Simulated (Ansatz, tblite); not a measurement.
# (ZnSe)6 prism (Zn6Se6): a ladder of methods and basis sets

An exercise on one series of results from a longer session: the logs are not shown, and one member is left open.

Computed with Ansatz 0.2.0, Gaussian basis. Level: as each input shows.

Plan: GFN1-xTB, GFN2-xTB, PBE-D4/def2-TZVP, r2SCAN-D4/def2-TZVP, PBE-QIDH/def2-TZVP, PBE-D4/def2-SVP, PBE0-D4/def2-SVP, HF/STO-3G, MP2/def2-SVP, RPA/def2-SVP.

2 further runs of the same task are left out: 2 set aside as unsound or not needed.

### The structure

The singlet was relaxed beforehand with r2SCAN-D4/def2-SVP.

12 atoms, charge 0, spin multiplicity 1.

Bond lengths: Se1–Zn7 2.400 Å, Se1–Zn8 2.400 Å, Se1–Zn11 2.517 Å, Se2–Zn8 2.400 Å, Se2–Zn9 2.400 Å, Se2–Zn12 2.517 Å, Se3–Zn7 2.400 Å, Se3–Zn9 2.400 Å, Se3–Zn10 2.517 Å, Se4–Zn7 2.517 Å, Se4–Zn10 2.400 Å, Se4–Zn11 2.400 Å, Se5–Zn8 2.517 Å, Se5–Zn11 2.400 Å, Se5–Zn12 2.400 Å, Se6–Zn9 2.517 Å, Se6–Zn10 2.400 Å, Se6–Zn12 2.400 Å. Angles: Zn7–Se1–Zn8 91.0°, Zn7–Se1–Zn11 68.6°, Zn8–Se1–Zn11 68.6°, Zn8–Se2–Zn9 91.0°, Zn8–Se2–Zn12 68.6°, Zn9–Se2–Zn12 68.6°, Zn7–Se3–Zn9 91.0°, Zn7–Se3–Zn10 68.6°, Zn9–Se3–Zn10 68.6°, Zn7–Se4–Zn10 68.6°, Zn7–Se4–Zn11 68.6°, Zn10–Se4–Zn11 91.0°, Zn8–Se5–Zn11 68.6°, Zn8–Se5–Zn12 68.6°, Zn11–Se5–Zn12 91.0°, Zn9–Se6–Zn10 68.6°, Zn9–Se6–Zn12 68.6°, Zn10–Se6–Zn12 91.0° and more.

Geometry (Å):

| atom | x (Å) | y (Å) | z (Å) |
| --- | --- | --- | --- |
| Se1 | -0.44359 | -2.48281 | -1.59048 |
| Se2 | -2.71329 | 1.18938 | -0.33501 |
| Se3 | 1.40233 | 1.58489 | -2.10023 |
| Se4 | 2.71329 | -1.18939 | 0.33500 |
| Se5 | -1.40234 | -1.58489 | 2.10022 |
| Se6 | 0.44359 | 2.48281 | 1.59048 |
| Zn7 | 1.23251 | -0.76692 | -1.65539 |
| Zn8 | -1.90014 | -1.06807 | -0.31187 |
| Zn9 | -0.49507 | 2.02858 | -0.69992 |
| Zn10 | 1.90014 | 1.06807 | 0.31189 |
| Zn11 | 0.49507 | -2.02858 | 0.69991 |
| Zn12 | -1.23250 | 0.76693 | 1.65539 |

PBE0-D4/def2-TZVP was run before; its log isn't repeated, and its numbers join the tables.

Set-up of the first run:

Tight binding, by tblite at 300 K electronic temperature and without a spin-polarisation term:

```python
tblite.interface.Calculator('GFN1-xTB', numbers, positions, charge=0, uhf=0).singlepoint()
```

Tight binding, by tblite at 300 K electronic temperature and without a spin-polarisation term:

```python
tblite.interface.Calculator('GFN2-xTB', numbers, positions, charge=0, uhf=0).singlepoint()
```

start.molden holds the orbitals of an earlier run on this state, given as this run's starting guess.

in.yaml reads:

```yaml
crystal:
  periodic: [false, false, false]
  atoms:
    - {symbol: Se, position_ang: [-0.443588, -2.482807, -1.590478]}
    - {symbol: Se, position_ang: [-2.713291, 1.189385, -0.335013]}
    - {symbol: Se, position_ang: [1.402328, 1.584891, -2.100227]}
    - {symbol: Se, position_ang: [2.713292, -1.189386, 0.335001]}
    - {symbol: Se, position_ang: [-1.402335, -1.584892, 2.100221]}
    - {symbol: Se, position_ang: [0.443590, 2.482811, 1.590475]}
    - {symbol: Zn, position_ang: [1.232512, -0.766920, -1.655388]}
    - {symbol: Zn, position_ang: [-1.900143, -1.068072, -0.311874]}
    - {symbol: Zn, position_ang: [-0.495070, 2.028575, -0.699917]}
    - {symbol: Zn, position_ang: [1.900136, 1.068074, 0.311893]}
    - {symbol: Zn, position_ang: [0.495073, -2.028581, 0.699915]}
    - {symbol: Zn, position_ang: [-1.232497, 0.766932, 1.655392]}
basis:
  gaussian: {orbitals: def2-TZVP, fitting: {mean_field: def2-universal-jkfit}, initial_orbitals: start.molden}
hamiltonian: {xc: pbe, dispersion: d4}
scf: {omitted_lower_state_checks: [starts]}
output: {forces: true, orbitals: {seedname: orbitals}}
```

The run is started by

```console
ansatz run in.yaml --threads 2 --pin off --events-out ev --progress --plain --max-ram 22528MiB --backend cuda --devices 0, --max-vram 18GiB
```

Steps of the session up to this table: PBE-D4/def2-TZVP; r2SCAN-D4/def2-TZVP; PBE-QIDH/def2-TZVP; PBE-D4/def2-SVP; PBE0-D4/def2-SVP; HF/STO-3G; MP2/def2-SVP; RPA/def2-SVP.

One of the session's tables, all rows but one given; the rest of the session is left out.

It belongs to the step «Binding energy». 

```
              level  binding an atom (eV)
          HF/STO-3G                     ?
        HF/def2-SVP                 1.559
    PBE-D4/def2-SVP                 2.631
   PBE-D4/def2-TZVP                 2.401
r2SCAN-D4/def2-TZVP                 2.489
   PBE0-D4/def2-SVP                 2.601
  PBE0-D4/def2-TZVP                 2.429
 PBE-QIDH/def2-TZVP                 2.477
       RPA/def2-SVP                 1.899
       MP2/def2-SVP                 2.381
```

Estimate the missing values for HF/STO-3G.

**Answer.** binding an atom (eV): 2.272. In the column «binding an atom (eV)» it lies between RPA/def2-SVP (1.899) and MP2/def2-SVP (2.381).

Caveats from the session: Free atoms were run apart at each level; binding is atoms less cluster, divided by the number of atoms, without zero-point or spin-orbit terms.
